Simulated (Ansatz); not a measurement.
# GeCN2: equation of state with PBE

Crystal: GeCN2.

```xyz
4
Lattice="1.7938 1.0356 4.9220 -1.7938 1.0356 4.9220 0.0000 -2.0713 4.9220" Properties=species:S:1:pos:R:3 pbc="T T T"
Ge    0.0000    0.0000    0.0000
N     0.0000    0.0000    8.6219
N     0.0000    0.0000    6.1440
C     0.0000    0.0000    7.3829
```

The cell comes from a database or a generator and needn't be the stable form of this composition.

```
Program             : Ansatz 0.2.0
Task                : equation of state
Functional          : PBE
Potentials or basis : Ansatz PAW
Cutoff              : 420 eV
Density cutoff      : 1680 eV
k mesh              : 9 × 9 × 9
Occupations         : fermi-dirac, width 0.05 eV
Spin                : no spin polarisation
```

```
Equilibrium volume                        : 13.72 Å³/atom
Bulk modulus at fixed shape and positions : 130 GPa
Pressure derivative of the bulk modulus   : 3.8
```

Energy against volume, from the lowest point:
| volume (Å³/atom) | energy (meV/atom) |
| --- | --- |
| 12.893 | 22.31 |
| 13.167 | 9.62 |
| 13.441 | 2.33 |
| 13.716 | 0.00 |
| 13.990 | 2.11 |
| 14.264 | 8.27 |
| 14.538 | 18.15 |

All runs of the series together: 20 s on 2 threads of Arm Neoverse V1, on a shared host.

Caveat: the cell was scaled at fixed shape and fractional positions, which overstates the stiffness of a crystal with free parameters, most of all of layers and chains.
